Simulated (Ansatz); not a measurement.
Working through an atomisation energy of CH₈AsB, SMILES C[BH2-][AsH3+]

With Ansatz 0.2.0 through its Python package.

The cells in order, each with its output:

In [1]:
```python
from collections import Counter

import ansatz as az
from ase import Atoms
```

In [2]:
```python
def energy(molecule, charge=0, unpaired=0):
    calc = molecule.calculation().basis(gaussian="def2-SVP").functional("b3lyp", dispersion="d3bj")
    if charge:
        calc = calc.charge(charge)
    if unpaired:
        calc = calc.spin("collinear", total=unpaired)
    return calc.run(threads=1, backend="cpu").report["free_energy_ev"]
```

In [3]:
```python
atoms = Atoms(["C", "B", "As", "H", "H", "H", "H", "H", "H", "H", "H"], positions=[
    [-1.2739, 0.6659, 0.0417],
    [-0.3365, -0.6054, 0.2882],
    [1.5862, -0.1778, -0.283],
    [-2.312, 0.4271, 0.353],
    [-0.9042, 1.5268, 0.6367],
    [-1.2691, 0.9335, -1.0354],
    [-0.3475, -0.8925, 1.4447],
    [-0.7388, -1.5288, -0.3486],
    [1.3805, 0.1556, -1.7969],
    [1.9162, 1.0265, 0.6581],
    [2.2992, -1.5309, 0.0414],
])
system = az.Crystal.molecule_from_ase(atoms)
```

In [4]:
```python
# unpaired electrons of the ground-state atoms
unpaired = {"C": 2, "B": 1, "As": 3, "H": 1}
counts = Counter(site.symbol for site in system.cartesian_sites)
atom_energy = {s: energy(az.Crystal.molecule().atom(s, (0, 0, 0)), 0, unpaired[s]) for s in counts}
whole = energy(system, 0, 0)
for s, e in atom_energy.items():
    print(f"{s:2s} x{counts[s]}  {e:14.5f} eV")
print(f"CH8AsB: {whole:.5f} eV")
split = sum(counts[s] * e for s, e in atom_energy.items()) - whole
print(f"atomisation energy (no zero-point term): {split:.3f} eV, {split / sum(counts.values()):.3f} eV an atom")
```
```text
C  x1     -1028.97301 eV
B  x1      -670.34352 eV
As x1    -60833.03236 eV
H  x8       -13.63995 eV
CH8AsB: -62676.21466 eV
atomisation energy (no zero-point term): 34.746 eV, 3.159 eV an atom
```

34.746 eV from the electronic energies, without the zero-point term.

Notes:
- Total energies depend on the basis set; only differences at equal settings carry meaning.
- The geometry is a force-field or estimated start, not a minimum of this method, and the basis set is short of its limit. All parts are taken at fixed geometry, without zero-point energy.
- b3lyp holds the VWN-RPA fit, as in Gaussian; the form of ORCA and Turbomole is b3lyp5.
- Timing: 3.6 s on 1 thread of Arm Neoverse V1 (shared host), peak memory 0.26 GiB.
